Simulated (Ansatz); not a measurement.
A run of Ansatz 0.2.0:

Contents of input.yaml:

```yaml
crystal:
  lattice:
    - [3.822322, 0.0, 0.0]
    - [0.0, 3.822322, 0.0]
    - [0.0, 0.0, 3.822322]
  atoms:
    - { symbol: Fe, position: [0.0, 0.0, 0.5], spin: 4.5 }
    - { symbol: Fe, position: [0.0, 0.5, 0.0], spin: 4.5 }
    - { symbol: Fe, position: [0.5, 0.0, 0.0], spin: 4.5 }
    - { symbol: Al, position: [0.5, 0.5, 0.5] }
    - { symbol: B, position: [0.0, 0.0, 0.0] }
hamiltonian:
  xc: pbesol
  pseudopotentials: { kind: paw }
magnetization:
  spin_polarized: true
  initial_magnetization: 13.5
  spin_locking: { lock_magnetization: hard }
kpoints:
  mp_grid: { grid: [6, 6, 6] }
scf:
  occupations: { method: fermi_dirac, width: 0.05 }
  lower_state_search: "off"
output:
  forces: true
  stress: true
  eigenvalues: true
  write_density: true
  write_potential: true
  elf: true
  volumetric_format: npy
```

Potentials or basis: Ansatz PAW.

Run with:

```bash
$ ansatz run input.yaml --threads 2 --pin off --max-ram 5632MiB --backend cpu --events-out ev --progress --plain --runs-dir out
```

Hardware: 2 threads of Arm Neoverse V1 (shared host).

Problem. How long does it take, and how much memory?

Solution. Wall time 5.6 s on 2 threads of Arm Neoverse V1 (shared host), peak memory 0.37 GiB. Counts: scf iterations 10, plane waves 1045, k points 20, bands 41.
